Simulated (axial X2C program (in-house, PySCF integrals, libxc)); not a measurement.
**A two-component session on GeLi: properties at the nuclei**

Wanted for GeLi: properties at the nuclei, at the two-component level.

The runs use an in-house X2C program for linear molecules on PySCF integrals; two-component X2C with atomic mean-field terms, Ge dyall-cv3z, Li dyall-cv3z.

All values are calculated.

### Step 1. Set-up

Input file task.json:

```json
{"zs": [32, 3], "q": 0, "bas": ["dyall-cv3z", "dyall-cv3z"], "r0": 2.54, "levels": ["PBE0", "HF", "BHandHLYP", "B3LYP", "BP86"], "nst": 3}
```

Keys: zs atomic numbers; q charge; bas basis sets; r0 starting distance in Å; levels methods (HF also brings MP2); nst determinants followed.

Command:

```bash
$ python soeom.py task.json out
```

Nuclei are Gaussian, cores are contracted, and the Gaunt term is on.

### Step 2. Expectation values, lowest determinant

R = 2.399 Å. State: Ω = 3/2 (excess of +ω over −ω: ω = 3/2).

Output of the PBE0 run:

```text
two-component X2C + atomic mean field  PBE0
basis functions 149  fitting functions 801  grid points 5082
iter        total energy     max residual
   1      -2105.387515903     3.14e-05
   2      -2105.387515904     4.55e-06
converged
one-electron -2974.74630505  Coulomb 930.71217013  exact exchange -20.08105332  xc functional -61.72674241  nuclear repulsion 21.17591173  atomic mean-field constant -0.72149698
```

The highest occupied spinor is 78% Ge p, 17% Li p, 5% Li d.

| level | Eeff magnitude (GV/cm) | Ws magnitude Ge (kHz) | A∥/gI Ge (MHz) | qzz Ge (a.u.) | A∥/gI Li (MHz) | qzz Li (a.u.) | μ (D) |
| --- | --- | --- | --- | --- | --- | --- | --- |
| PBE0 | 1.58 | 0.459 | -135 | 0.15 | 31.8 | -0.01 | 5.77 |
| HF | 1.91 | 0.551 | -210 | -0.02 | 29.4 | -0.01 | 6.42 |
| BHandHLYP | 1.19 | 0.349 | -94.3 | -0.06 | 36 | -0.01 | 5.98 |
| B3LYP | 1.37 | 0.399 | -76.2 | 0.12 | 37 | 0.00 | 5.60 |
| BP86 | 1.39 | 0.407 | -102 | 0.17 | 32.3 | 0.00 | 5.50 |

Eeff is the effective electric field on the electron dipole moment in this Ω state and Ws the scalar–pseudoscalar constant (defined with the proton number Z and per Ω); A∥ is the parallel hyperfine constant, which follows by multiplying with the nuclear g factor gI = μI/(I μN); qzz is the electric field gradient, eQq0 = 234.96 MHz × Q/barn × qzz; μ is positive if Li is the positive end. The operators were transformed with the bare-nucleus X2C matrices.

### Step 3. Expectation values, a higher determinant

R = 2.399 Å. State: Ω = 1/2 (excess of +ω over −ω: ω = 1/2), 0.59 eV above the lowest in the PBE0 search for states (made at or near this distance, with looser thresholds).

Output of the PBE0 run:

```text
two-component X2C + atomic mean field  PBE0
basis functions 149  fitting functions 801  grid points 5082
iter        total energy     max residual
   1      -2105.365787587     3.81e-05
   2      -2105.365787614     3.35e-05
   3      -2105.365787631     1.86e-05
   4      -2105.365787634     1.30e-05
   5      -2105.365787637     3.82e-06
converged
one-electron -2974.42821555  Coulomb 930.38296267  exact exchange -20.06844348  xc functional -61.70650602  nuclear repulsion 21.17591173  atomic mean-field constant -0.72149698
```

The highest occupied spinor is 72% Ge p, 20% Li s, 5% Li p.

| level | Eeff magnitude (GV/cm) | Ws magnitude Ge (kHz) | A∥/gI Ge (MHz) | qzz Ge (a.u.) | A∥/gI Li (MHz) | qzz Li (a.u.) | μ (D) |
| --- | --- | --- | --- | --- | --- | --- | --- |
| PBE0 | 0.197 | 0.178 | 1260 | -4.90 | 16.8 | -0.02 | 5.07 |
| HF | 0.962 | 0.828 | 705 | -4.00 | 31.1 | -0.02 | 6.11 |
| BHandHLYP | 0.463 | 0.403 | 1040 | -4.79 | 20.1 | -0.02 | 5.38 |
| B3LYP | 0.241 | 0.214 | 1190 | -4.90 | 17.3 | -0.02 | 4.84 |
| BP86 | 0.147 | 0.134 | 1290 | -4.89 | 16.4 | -0.01 | 4.63 |

### Step 4. Expectation values, a higher determinant

R = 2.399 Å. State: Ω = 1/2 (excess of +ω over −ω: 2 × ω = -1/2, ω = 3/2), 0.60 eV above the lowest in the PBE0 search for states (made at or near this distance, with looser thresholds).

Output of the PBE0 run:

```text
two-component X2C + atomic mean field  PBE0
basis functions 149  fitting functions 801  grid points 5082
iter        total energy     max residual
   1      -2105.365577182     3.27e-05
   2      -2105.365577183     1.04e-05
   3      -2105.365577184     3.16e-06
converged
one-electron -2974.61876830  Coulomb 930.58534469  exact exchange -20.07402979  xc functional -61.71253853  nuclear repulsion 21.17591173  atomic mean-field constant -0.72149698
```

The highest occupied spinor is 80% Ge p, 15% Li p, 5% Li d.

| level | Eeff magnitude (GV/cm) | Ws magnitude Ge (kHz) | A∥/gI Ge (MHz) | qzz Ge (a.u.) | A∥/gI Li (MHz) | qzz Li (a.u.) | μ (D) |
| --- | --- | --- | --- | --- | --- | --- | --- |
| PBE0 | 1.71 | 1.45 | -1140 | 0.22 | -116 | -0.01 | 5.96 |
| HF | 1.97 | 1.66 | -1090 | -0.03 | -112 | -0.01 | 6.80 |
| BHandHLYP | 1.76 | 1.49 | -1080 | 0.24 | -124 | -0.01 | 6.10 |
| B3LYP | 1.62 | 1.37 | -1100 | 0.30 | -126 | 0.00 | 5.70 |
| BP86 | 1.56 | 1.32 | -1130 | 0.28 | -115 | 0.00 | 5.67 |

### Step 5. What came out

| quantity | value |
| --- | --- |
| lowest determinant | Ω = 3/2 (excess of +ω over −ω: ω = 3/2) |
| Eeff magnitude (GV/cm), PBE0 | 1.58 |
| Ws magnitude Ge (kHz), PBE0 | 0.459 |
| A∥/gI Ge (MHz), PBE0 | -135 |
| qzz Ge (a.u.), PBE0 | 0.15 |
| higher determinant | Ω = 1/2 (excess of +ω over −ω: ω = 1/2) |
| Eeff magnitude (GV/cm), PBE0, higher determinant | 0.197 |
| Ws magnitude Ge (kHz), PBE0, higher determinant | 0.178 |
| A∥/gI Ge (MHz), PBE0, higher determinant | 1260 |
| qzz Ge (a.u.), PBE0, higher determinant | -4.90 |
| higher determinant | Ω = 1/2 (excess of +ω over −ω: 2 × ω = -1/2, ω = 3/2) |
| Eeff magnitude (GV/cm), PBE0, higher determinant | 1.71 |
| Ws magnitude Ge (kHz), PBE0, higher determinant | 1.45 |
| A∥/gI Ge (MHz), PBE0, higher determinant | -1140 |
| qzz Ge (a.u.), PBE0, higher determinant | 0.22 |

What this shows: In the first state, the effective field runs from 1.19 to 1.91 GV/cm over the mean-field levels. The expectation values come from single determinants, which for open shells can mix terms of unlike spin or miss the lowest Ω, so a determinant need not be a state. Eeff is the effective electric field on the electron dipole moment in this Ω state and Ws the scalar–pseudoscalar constant (defined with the proton number Z and per Ω); A∥ is the parallel hyperfine constant, which follows by multiplying with the nuclear g factor gI = μI/(I μN); qzz is the electric field gradient, eQq0 = 234.96 MHz × Q/barn × qzz; μ is positive if Li is the positive end. The operators were transformed with the bare-nucleus X2C matrices.
